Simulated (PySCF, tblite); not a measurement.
# F₄GaGeHO₂, a fragment of a glass network (2-ring): NMR shifts, core binding energies and electronic excitations, part 2 of 2

tblite 0.8.0 and PySCF 2.14.0. Atoms count from 0, parts from 1. Earlier steps stand in the parts before.

## 5. Core-electron binding energies: SCAN, X2C

Job settings and geometry (Å):

```
{"job": {"kind": "xps", "holes": 5}, "charge": 0, "multiplicity": 1}
F      0.943330     2.633919     0.044516
Ga    -0.099139     1.376386     0.640548
F     -0.559429     1.399637     2.316986
O     -1.253662     0.566837    -0.573930
Ge    -0.461010    -0.931343    -0.813627
F     -1.180269    -2.380379    -0.274853
F      0.188620    -1.312879    -2.342712
O      0.861077    -0.432214     0.326296
H      1.604655    -0.943266     0.668151
```

Method: delta-SCF UKS SCAN, pcX-2 on the ionised atom, pcseg-1 elsewhere, spin-free X2C.

The program printed:

```text
ground state, core basis on atom 0 (F), 174 functions
  cycle   1  E = -4584.21406696  |g| = 1.40e+00
  cycle   2  E = -4583.08056008  |g| = 2.88e+00
  cycle   3  E = -4584.53886787  |g| = 3.61e-01
  cycle   4  E = -4584.55918253  |g| = 1.48e-01
  cycle   5  E = -4584.56242700  |g| = 6.02e-02
  cycle   6  E = -4584.56300026  |g| = 1.57e-02
  cycle   7  E = -4584.56304337  |g| = 5.35e-03
  cycle   8  E = -4584.56305080  |g| = 2.73e-03
  cycle   9  E = -4584.56304928  |g| = 4.33e-04
  E(ground) = -4584.94179776 Eh
hole in F 1s of atom 0
  cycle   1  E = -4558.23265845  |g| = 2.59e+00
  cycle   2  E = -4558.19966222  |g| = 2.14e+00
  cycle   3  E = -4559.05483624  |g| = 4.90e-01
  cycle   4  E = -4558.98818585  |g| = 6.32e-01
  cycle   5  E = -4559.13561663  |g| = 6.63e-02
  cycle   6  E = -4559.13620965  |g| = 5.48e-02
  cycle   7  E = -4559.13723316  |g| = 1.68e-02
  cycle   8  E = -4559.13733345  |g| = 5.26e-03
  cycle   9  E = -4559.13734190  |g| = 1.52e-03
  cycle  10  E = -4559.13734401  |g| = 8.56e-04
  cycle  11  E = -4559.13734526  |g| = 2.91e-04
  E(ion) = -4559.52383727 Eh   <S^2> = 0.7570   hole on atom = 1.000   binding energy = 691.658 eV
ground state, core basis on atom 2 (F), 174 functions
  cycle   1  E = -4584.56031724  |g| = 1.63e-01
  cycle   2  E = -4584.55275469  |g| = 2.46e-01
  cycle   3  E = -4584.56192209  |g| = 5.54e-02
  cycle   4  E = -4584.56237328  |g| = 1.60e-02
  cycle   5  E = -4584.56241296  |g| = 2.00e-03
  cycle   6  E = -4584.56241230  |g| = 8.08e-04
  cycle   7  E = -4584.56241063  |g| = 2.72e-04
  E(ground) = -4584.94184113 Eh
hole in F 1s of atom 2
  cycle   1  E = -4558.23157140  |g| = 2.59e+00
  cycle   2  E = -4558.19880729  |g| = 2.14e+00
  cycle   3  E = -4559.05418983  |g| = 4.88e-01
  cycle   4  E = -4558.98828504  |g| = 6.29e-01
  cycle   5  E = -4559.13432319  |g| = 6.65e-02
  cycle   6  E = -4559.13494647  |g| = 5.41e-02
  cycle   7  E = -4559.13594882  |g| = 1.68e-02
  cycle   8  E = -4559.13605010  |g| = 5.30e-03
  cycle   9  E = -4559.13605361  |g| = 1.58e-03
  cycle  10  E = -4559.13606013  |g| = 9.16e-04
  cycle  11  E = -4559.13605975  |g| = 2.75e-04
  E(ion) = -4559.52357113 Eh   <S^2> = 0.7570   hole on atom = 1.000   binding energy = 691.666 eV
ground state, core basis on atom 3 (O), 174 functions
  cycle   1  E = -4584.55203791  |g| = 1.57e-01
  cycle   2  E = -4584.54000294  |g| = 2.90e-01
  cycle   3  E = -4584.55427293  |g| = 5.35e-02
  cycle   4  E = -4584.55447567  |g| = 4.33e-02
  cycle   5  E = -4584.55479841  |g| = 4.11e-03
  cycle   6  E = -4584.55480321  |g| = 1.78e-03
  cycle   7  E = -4584.55480999  |g| = 2.48e-04
  E(ground) = -4584.92798720 Eh
hole in O 1s of atom 3
  cycle   1  E = -4563.90099905  |g| = 2.23e+00
  cycle   2  E = -4563.18501793  |g| = 2.37e+00
  cycle   3  E = -4564.58049187  |g| = 7.04e-01
  cycle   4  E = -4564.63416257  |g| = 5.81e-01
  cycle   5  E = -4564.74378436  |g| = 1.02e-01
  cycle   6  E = -4564.74592639  |g| = 6.68e-02
  cycle   7  E = -4564.74759251  |g| = 7.70e-03
  cycle   8  E = -4564.74760929  |g| = 3.28e-03
  cycle   9  E = -4564.74761483  |g| = 2.41e-03
  cycle  10  E = -4564.74761605  |g| = 5.54e-04
  cycle  11  E = -4564.74761398  |g| = 3.48e-04
  E(ion) = -4565.12420567 Eh   <S^2> = 0.7652   hole on atom = 1.000   binding energy = 538.888 eV
ground state, core basis on atom 5 (F), 174 functions
  cycle   1  E = -4584.56061403  |g| = 1.87e-01
  cycle   2  E = -4584.54074371  |g| = 3.54e-01
  cycle   3  E = -4584.56401979  |g| = 5.63e-02
  cycle   4  E = -4584.56451591  |g| = 2.74e-02
  cycle   5  E = -4584.56465045  |g| = 3.76e-03
  cycle   6  E = -4584.56465051  |g| = 1.84e-03
  cycle   7  E = -4584.56465125  |g| = 2.13e-04
  E(ground) = -4584.94440492 Eh
hole in F 1s of atom 5
  cycle   1  E = -4558.16930175  |g| = 2.59e+00
  cycle   2  E = -4556.37259257  |g| = 2.57e+00
  cycle   3  E = -4558.24243234  |g| = 1.40e+00
  cycle   4  E = -4559.04185504  |g| = 2.82e-01
  cycle   5  E = -4558.99695475  |g| = 4.34e-01
  cycle   6  E = -4559.07306054  |g| = 8.95e-02
  cycle   7  E = -4559.07511112  |g| = 5.48e-02
  cycle   8  E = -4559.07622606  |g| = 1.05e-02
  cycle   9  E = -4559.07626170  |g| = 4.23e-03
  cycle  10  E = -4559.07626395  |g| = 2.04e-03
  cycle  11  E = -4559.07626602  |g| = 7.06e-04
  cycle  12  E = -4559.07626876  |g| = 1.32e-04
  E(ion) = -4559.46493671 Eh   <S^2> = 0.7574   hole on atom = 1.000   binding energy = 693.332 eV
ground state, core basis on atom 7 (O), 174 functions
  cycle   1  E = -4584.54739072  |g| = 1.60e-01
  cycle   2  E = -4584.53793072  |g| = 2.70e-01
  cycle   3  E = -4584.54998475  |g| = 3.55e-02
  cycle   4  E = -4584.55014062  |g| = 1.88e-02
  cycle   5  E = -4584.55020226  |g| = 2.96e-03
  cycle   6  E = -4584.55020391  |g| = 1.54e-03
  cycle   7  E = -4584.55020146  |g| = 1.77e-04
  E(ground) = -4584.92428861 Eh
hole in O 1s of atom 7
  cycle   1  E = -4563.84401364  |g| = 2.23e+00
  cycle   2  E = -4563.23498633  |g| = 2.29e+00
  cycle   3  E = -4564.47760407  |g| = 7.24e-01
  cycle   4  E = -4564.51984141  |g| = 6.17e-01
  cycle   5  E = -4564.65362311  |g| = 1.92e-01
  cycle   6  E = -4564.66617395  |g| = 7.25e-02
  cycle   7  E = -4564.66797548  |g| = 8.86e-03
  cycle   8  E = -4564.66798304  |g| = 8.14e-03
  cycle   9  E = -4564.66800595  |g| = 1.22e-03
  cycle  10  E = -4564.66800838  |g| = 9.74e-04
  cycle  11  E = -4564.66800689  |g| = 4.49e-04
  E(ion) = -4565.04506152 Eh   <S^2> = 0.7624   hole on atom = 1.000   binding energy = 540.941 eV
```

Run time: 39 s. Hardware: 1 thread of Arm Neoverse V1, shared host; peak memory 0.61 GiB.

The holes in one table. −ε is the ground-state orbital energy:

```tsv
hole	stands for	environment	ΔSCF (eV)	−ε (eV)	⟨S²⟩
F1s on F0	F0	fluorine bonded to Ga	691.66	666.1	0.757
F1s on F2	F2	fluorine bonded to Ga	691.67	666.1	0.757
O1s on O3	O3	oxygen bonded to Ga, Ge, in a 4-membered ring	538.89	518.0	0.765
F1s on F5	F5	fluorine bonded to Ge	693.33	667.8	0.757
O1s on O7	O7	donor oxygen of a Lewis adduct	540.94	519.4	0.762
```

## 6. TDDFT and polarisability: CAM-B3LYP/def2-SVPD

Same as in step 5 but for these lines:

```diff
@@ -1,2 +1,2 @@
-{"job": {"kind": "xps", "holes": 5}, "charge": 0, "multiplicity": 1}
+{"job": {"kind": "uv", "xc": "CAM-B3LYP", "basis": "def2-SVPD", "nstates": 6, "ntriplets": 2, "ip": true}, "charge": 0, "multiplicity": 1}
 F      0.943330     2.633919     0.044516
```

Method: TDDFT CAM-B3LYP/def2-SVPD, vertical, gas phase, core orbitals frozen in the response.

The program printed:

```text
coarse grid: 48864 points
cycle   1  E = -4551.3927786242  dE = -2.783e-01  |g| = 1.473e+00  |ddm| = 4.753e+00
cycle   2  E = -4551.0911449009  dE =  3.016e-01  |g| = 2.085e+00  |ddm| = 4.682e+00
cycle   3  E = -4551.7495034982  dE = -6.584e-01  |g| = 1.361e-01  |ddm| = 2.567e+00
cycle   4  E = -4551.7518086020  dE = -2.305e-03  |g| = 7.561e-02  |ddm| = 2.154e-01
cycle   5  E = -4551.7528153579  dE = -1.007e-03  |g| = 1.192e-02  |ddm| = 6.938e-02
cycle   6  E = -4551.7528339183  dE = -1.856e-05  |g| = 6.668e-03  |ddm| = 2.178e-02
cycle   7  E = -4551.7528409437  dE = -7.025e-06  |g| = 1.097e-03  |ddm| = 6.093e-03
final grid: 100536 points
cycle   8  E = -4551.7527977327  dE = -4.138e-08  |g| = 1.432e-03  |ddm| = 3.909e-03
cycle   9  E = -4551.7527973333  dE =  3.994e-07  |g| = 2.084e-03  |ddm| = 3.472e-03
cycle  10  E = -4551.7527980864  dE = -7.531e-07  |g| = 1.540e-04  |ddm| = 2.074e-03
cycle  11  E = -4551.7527980899  dE = -3.531e-09  |g| = 3.329e-05  |ddm| = 1.695e-04
cycle  12  E = -4551.7527980901  dE = -2.019e-10  |g| = 1.470e-05  |ddm| = 5.049e-05
converged SCF energy = -4551.7527980901

Static polarisability (au): isotropic 53.361, principal 47.943 50.509 61.632

Singlet excitations
state   eV       nm        f      main configurations
  1   6.6265    187.1   0.02320   H->L 0.92
  2   7.3469    168.8   0.05684   H-1->L 0.83
  3   8.0457    154.1   0.00275   H-2->L 0.66, H-2->L+2 0.13
  4   8.1369    152.4   0.01372   H-3->L 0.66, H-3->L+2 0.14
  5   8.1971    151.3   0.01953   H-4->L 0.61, H-5->L 0.16
  6   8.3743    148.1   0.10201   H-5->L 0.44, H-4->L 0.14, H-6->L 0.11

Triplet excitations (Tamm-Dancoff, eV): 6.1306 6.8198
Vertical ionisation energy (delta-SCF) = 12.8850 eV
Vertical electron affinity (delta-SCF) = 0.7838 eV
```

It took 6.4 min on 1 thread of Arm Neoverse V1, shared host; peak memory 1.2 GiB.

Frontier orbitals and where they lie:

```tsv
orbital	eV	atoms
HOMO−3	-12.93	F0 48 %, F2 42 %, Ga1 5 %
HOMO−2	-12.81	F2 49 %, F0 46 %
HOMO−1	-12.48	O3 56 %, F0 15 %, F2 13 %
HOMO	-11.96	O3 77 %, Ge4 6 %
LUMO	-1.55	Ge4 28 %, Ga1 21 %, O3 12 %
LUMO+1	0.16	O7 28 %, H8 17 %, Ga1 13 %
LUMO+2	0.29	Ga1 37 %, O3 13 %, O7 12 %
```

With each of the 6 states as a Gaussian band of 0.4 eV half-width at 1/e, the curve within the window shown has maxima at 169 nm (ε 2,400), 149 nm (ε 5,300) L/(mol cm). Beyond the last state computed it falls off for lack of states. The curve at chosen wavelengths:

nm, ε (L/mol/cm) and a bar:
```
      143       2645 ###############
      145       3936 ######################
      148       5210 ##############################
      150       5211 ##############################
      153       4119 ########################
      155       3128 ##################
      158       2009 ###########
      160       1707 #########
      163       1827 ##########
      165       2082 ############
      168       2354 #############
      170       2339 #############
      173       2043 ###########
      175       1762 ##########
      178       1392 ########
      180       1234 #######
      183       1118 ######
      185       1079 ######
      188       1003 #####
      190        919 #####
      193        743 ####
      195        609 ###
      198        415 ##
      200        304 #
      203        177 
      205        118
```

Ground-state properties from the same run:

```tsv
property	computed
dipole moment (D)	3.41
polarisability (Å³)	7.91
HOMO–LUMO gap (eV)	10.42
−ε(HOMO) (eV)	11.96
```

## 7. Outcome

What follows sums up all 2 parts.

```
                                                    quantity                               value
                        rotational constants (main isotopes)                2.39, 0.69, 0.61 GHz
                       ¹H shifts against TMS (PBE0/pcSseg-1)                            3.58 ppm
                    ¹⁹F shifts against CFCl3 (PBE0/pcSseg-1)  -147.5, -147.6, -202.2, -202.3 ppm
                   ⁷¹Ga shifts against GaH4- (PBE0/pcSseg-1)                              56 ppm
                      ¹⁷O shifts against H2O (PBE0/pcSseg-1)                      92.1, 72.0 ppm
                   ⁷³Ge shifts against GeMe4 (PBE0/pcSseg-1)                             -86 ppm
F1s binding energies, SCAN/pcX-2 (standing for 3 of 4 atoms)  F5 693.33, F2 691.67, F0 691.66 eV
                            O1s binding energies, SCAN/pcX-2             O7 540.94, O3 538.89 eV
                        lowest singlet (CAM-B3LYP/def2-SVPD)         6.63 eV (187 nm), f = 0.023
                    brightest single state of those computed         state 6, 8.37 eV, f = 0.102
                                              lowest triplet                             6.13 eV
                           vertical ionisation energy (ΔSCF)                            12.89 eV
                           vertical electron affinity (ΔSCF)                             0.78 eV
```

In words: The start of the PBE0/def2-SVP relaxation was shaken at random by about 0.01 Å, so part of the energy gained, and of the first lengths quoted, undoes that. Relaxing lowered the energy by 0.208 eV in 10 steps; the close pair that moved most is Ga1–O7, from 2.301 to 2.072 Å (PBE0/def2-SVP). No frequency check was run at this level, so the end point may be a saddle. At PBE0/pcSseg-1: Shielding is most anisotropic at Ga1 (span 431 ppm, paramagnetic term -986 ppm). At SCAN/pcX-2: F5 (fluorine bonded to Ge) binds its F1s electron 1.67 eV more tightly than F0 (fluorine bonded to Ga). Only 3 of the 4 F atoms are covered by sound results. At SCAN/pcX-2: O7 (donor oxygen of a Lewis adduct) binds its O1s electron 2.05 eV more tightly than O3 (oxygen bonded to Ga, Ge, in a 4-membered ring). The lowest singlet, at 6.63 eV, is HOMO→LUMO 0.92 and is weak; of the 6 states computed, the strongest absorption comes from state 6 at 8.37 eV (the last computed, so partners may be missing). The lowest triplet lies 0.50 eV below the lowest singlet (triplets in Tamm-Dancoff, singlets in full TDDFT). ΔSCF puts the ionisation energy at 12.89 eV, 0.92 eV above −ε(HOMO). Spin-orbit coupling is left out, which matters for shieldings and couplings at and beside the heavy atoms.
